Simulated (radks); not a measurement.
# Valence configurations of Co

NIST gives [Ar] 3d7 4s2 as the ground configuration of Co. Does this level of theory agree? Several fillings of the valence shells are run.

Program: radks (a radial shooting solver on a logarithmic mesh, Libxc functionals) version 1. Level of theory: scalar-relativistic Kohn-Sham, r2SCAN, spin-polarised, spherical densities, finite nucleus; open shells are filled with parallel spins first. These are calculated values, not measurements, unless marked.

**1. The atom as given**

* element: cobalt (Z = 27)
* charge: 0
* electrons: 27
* configuration: [Ar] 3d7 4s2
* nuclear rms radius: 3.7875 fm
* others tried: 3d5 4s2 4p2; 3d6 4s2 4p1; 3d8 4s1; 3d7 4s1.5 4p0.5; 3d9; 3d6.5 4s2 4p0.5; 3d7 4p2; 3d6.5 4p2.5; 3d5 4s1 4p3

Outer shells as boxes (Hund's rule):

Co
```
[Ar] core
3d [↑↓][↑↓][↑ ][↑ ][↑ ]
4s [↑↓]
```

**2. [Ar] 3d7 4s2**

The run's settings:

```text
Z 27
configuration [Ar] 3d7 4s2
relativity scalar-relativistic
functional r2scan,r2scan
spin polarised
nucleus finite rms 3.7875 fm
c 137.035999084
```

**3. [Ar] 3d5 4s2 4p2**

Settings, as their differences from step 2:

```diff
@@ -1,3 +1,3 @@
 Z 27
-configuration [Ar] 3d7 4s2
+configuration [Ar] 3d5 4s2 4p2
 relativity scalar-relativistic
```

**4. [Ar] 3d6 4s2 4p1**

Settings, as their differences from step 3:

```diff
@@ -1,3 +1,3 @@
 Z 27
-configuration [Ar] 3d5 4s2 4p2
+configuration [Ar] 3d6 4s2 4p1
 relativity scalar-relativistic
```

**5. [Ar] 3d8 4s1**

Settings, as their differences from step 4:

```diff
@@ -1,3 +1,3 @@
 Z 27
-configuration [Ar] 3d6 4s2 4p1
+configuration [Ar] 3d8 4s1
 relativity scalar-relativistic
```

**6. [Ar] 3d7 4s1.5 4p0.5**

Settings, as their differences from step 5:

```diff
@@ -1,3 +1,3 @@
 Z 27
-configuration [Ar] 3d8 4s1
+configuration [Ar] 3d7 4s1.5 4p0.5
 relativity scalar-relativistic
```

**7. [Ar] 3d9**

Settings, as their differences from step 6:

```diff
@@ -1,3 +1,3 @@
 Z 27
-configuration [Ar] 3d7 4s1.5 4p0.5
+configuration [Ar] 3d9
 relativity scalar-relativistic
```

**8. [Ar] 3d6.5 4s2 4p0.5**

Settings, as their differences from step 7:

```diff
@@ -1,3 +1,3 @@
 Z 27
-configuration [Ar] 3d9
+configuration [Ar] 3d6.5 4s2 4p0.5
 relativity scalar-relativistic
```

**9. [Ar] 3d7 4p2**

Settings, as their differences from step 8:

```diff
@@ -1,3 +1,3 @@
 Z 27
-configuration [Ar] 3d6.5 4s2 4p0.5
+configuration [Ar] 3d7 4p2
 relativity scalar-relativistic
```

**10. [Ar] 3d6.5 4p2.5**

Settings, as their differences from step 9:

```diff
@@ -1,3 +1,3 @@
 Z 27
-configuration [Ar] 3d7 4p2
+configuration [Ar] 3d6.5 4p2.5
 relativity scalar-relativistic
```

**11. [Ar] 3d5 4s1 4p3**

Settings, as their differences from step 10:

```diff
@@ -1,3 +1,3 @@
 Z 27
-configuration [Ar] 3d6.5 4p2.5
+configuration [Ar] 3d5 4s1 4p3
 relativity scalar-relativistic
```

Q: Predict the outcome of this session. Wanted: for each run, valence; E − E(NIST configuration); moment; highest level; its energy; 1s shift.

**Answer**, as computed:

| valence | E − E(NIST configuration) (eV) | moment (μB) | highest level | its energy (eV) | 1s shift (eV) |
| --- | --- | --- | --- | --- | --- |
| 3d8 4s1 | -0.060 | 3 | 3d down | -2.667 | +4.85 |
| 3d7 4s2 | 0.000 | 3 | 4s down | -5.404 | +0.00 |
| 3d7 4s1.5 4p0.5 | 1.835 | 4 | 4p up | -2.035 | -0.80 |
| 3d9 | 2.367 | 1 | 3d down | -1.118 | +7.55 |
| 3d6.5 4s2 4p0.5 | 2.894 | 4 | 4p up | -2.210 | -3.80 |
| 3d6 4s2 4p1 | 6.711 | 5 | 4p up | -3.070 | -7.83 |
| 3d7 4p2 | 7.993 | 5 | 4p up | -3.318 | -3.04 |
| 3d6.5 4p2.5 | 11.191 | 6 | 4p up | -3.969 | -6.55 |
| 3d5 4s2 4p2 | 17.420 | 7 | 4p up | -4.625 | -16.54 |
| 3d5 4s1 4p3 | 19.625 | 9 | 4p up | -5.353 | -17.24 |

**Reading.** Theory disagrees with NIST here: 3d8 4s1 comes out 0.060 eV lower. The energies are those of spherical high-spin densities, not of single terms. The 1s eigenvalue shifts by up to 17.24 eV as the valence charge is rearranged.
